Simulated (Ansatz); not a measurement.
**C2H5As (SMILES C1C[AsH]1): functionals against CCSD(T) at one geometry**

The atoms stand at a structure displaced at random from a GFN2-xTB minimum. How far do the functionals agree with CCSD(T) there?

Method: single points in def2-TZVPP; program: Ansatz 0.2.0, Gaussian basis.

Cores are frozen in the correlated methods. Filled d shells of the heavier atoms are correlated.

### Step 1. Where the work starts

SMILES `C1C[AsH]1`, 8 atoms, charge 0, spin multiplicity 1.

Atoms are counted from 1 here; the program's logs count them from 0.

Bond lengths: C1–C2 1.476 Å, C1–As3 2.011 Å, C1–H4 1.029 Å, C1–H5 1.094 Å, C2–As3 1.973 Å, C2–H6 1.039 Å, C2–H7 1.195 Å, As3–H8 1.485 Å. Angles: C2–C1–As3 66.9°, C2–C1–H4 124.7°, C2–C1–H5 123.0°, As3–C1–H4 116.1°, As3–C1–H5 116.8°, H4–C1–H5 105.0°, C1–C2–As3 69.6°, C1–C2–H6 118.6°, C1–C2–H7 114.6°, As3–C2–H6 118.1°, As3–C2–H7 115.7°, H6–C2–H7 113.5°, C1–As3–C2 43.5°, C1–As3–H8 92.7°, C2–As3–H8 98.3°.

As a file:

```
atom    x (Å)    y (Å)    z (Å)
  C1  -0.6346   0.2390  -0.4472
  C2   0.7016   0.4802   0.1316
 As3  -0.3292  -0.7560   1.2732
  H4  -0.8177  -0.3390  -1.2781
  H5  -1.4278   0.9920  -0.4469
  H6   0.9190   1.4248   0.5049
  H7   1.6040  -0.0093  -0.4797
  H8  -0.0055  -2.0204   0.5653
```

### Step 2. CCSD(T)/def2-TZVPP

run/in.yaml

```yaml
crystal:
  periodic: [false, false, false]
  atoms:
    - {symbol: C, position_ang: [-0.634600, 0.239000, -0.447200]}
    - {symbol: C, position_ang: [0.701600, 0.480200, 0.131600]}
    - {symbol: As, position_ang: [-0.329200, -0.756000, 1.273200]}
    - {symbol: H, position_ang: [-0.817700, -0.339000, -1.278100]}
    - {symbol: H, position_ang: [-1.427800, 0.992000, -0.446900]}
    - {symbol: H, position_ang: [0.919000, 1.424800, 0.504900]}
    - {symbol: H, position_ang: [1.604000, -0.009300, -0.479700]}
    - {symbol: H, position_ang: [-0.005500, -2.020400, 0.565300]}
basis:
  gaussian: {orbitals: def2-TZVPP}
correlation: {method: ccsd_t}
output: {forces: true}
```

The command line of these runs was not kept.

### Step 3. PBE0-D4/def2-TZVPP

Edit run/in.yaml of step 2 so:

```diff
@@ -13,3 +13,3 @@
   gaussian: {orbitals: def2-TZVPP}
-correlation: {method: ccsd_t}
-output: {forces: true}
+hamiltonian: {xc: pbe0, dispersion: d4}
+output: {forces: true, orbitals: {seedname: orbitals}}
```

### Step 4. wB97M-V/def2-TZVPP

Edit run/in.yaml of step 3 so:

```diff
@@ -13,3 +13,3 @@
   gaussian: {orbitals: def2-TZVPP}
-hamiltonian: {xc: pbe0, dispersion: d4}
-output: {forces: true, orbitals: {seedname: orbitals}}
+hamiltonian: {xc: {name: wB97M-V}}
+output: {forces: true}
```

### Step 5. r2SCAN-D4/def2-TZVPP

Edit run/in.yaml of step 4 so:

```diff
@@ -13,3 +13,3 @@
   gaussian: {orbitals: def2-TZVPP}
-hamiltonian: {xc: {name: wB97M-V}}
+hamiltonian: {xc: r2scan, dispersion: d4}
 output: {forces: true}
```

### Step 6. PBE-D4/def2-TZVPP

Edit run/in.yaml of step 5 so:

```diff
@@ -13,3 +13,3 @@
   gaussian: {orbitals: def2-TZVPP}
-hamiltonian: {xc: r2scan, dispersion: d4}
+hamiltonian: {xc: pbe, dispersion: d4}
 output: {forces: true}
```

### Step 7. CAM-B3LYP-D4/def2-TZVPP

Edit run/in.yaml of step 6 so:

```diff
@@ -13,3 +13,3 @@
   gaussian: {orbitals: def2-TZVPP}
-hamiltonian: {xc: pbe, dispersion: d4}
+hamiltonian: {xc: {name: CAM-B3LYP}, dispersion: d4}
 output: {forces: true}
```

### Step 8. BLYP-D4/def2-TZVPP

Edit run/in.yaml of step 7 so:

```diff
@@ -13,3 +13,3 @@
   gaussian: {orbitals: def2-TZVPP}
-hamiltonian: {xc: {name: CAM-B3LYP}, dispersion: d4}
+hamiltonian: {xc: {name: BLYP}, dispersion: d4}
 output: {forces: true}
```

(Steps that only read results are left out.)

**Question.** What will these runs give? Wanted: energy less free atoms, CCSD(T)/def2-TZVPP; RMS force component; RMS force error; HOMO and LUMO, PBE0-D4; T1 diagnostic.

The runs gave:

```
                                  quantity                                                                                                value
energy less free atoms, CCSD(T)/def2-TZVPP                                                                                           -27.978 eV
                       RMS force component                                                                 1.370 to 1.391 eV/Å over the methods
                           RMS force error  PBE0-D4 0.162, wB97M-V 0.122, r2SCAN-D4 0.116, PBE-D4 0.196, CAM-B3LYP-D4 0.146, BLYP-D4 0.224 eV/Å
                    HOMO and LUMO, PBE0-D4                                                                                    -7.07 and 0.14 eV
                             T1 diagnostic                                                                                                0.010
```

In words: Against CCSD(T) the functionals' energies less atoms differ by -1.376 to -0.737 eV, PBE-D4 by -1.376 eV. CCSD(T) in triple zeta still lacks some correlation energy of the bonds, so part of these gaps is its own basis error and they don't rank the functionals. The forces of r2SCAN-D4 come nearest to CCSD(T), those of BLYP-D4 are farthest. Frozen-core CCSD(T) forces in triple zeta carry basis errors of their own, and this is one geometry, so small gaps rank nothing.
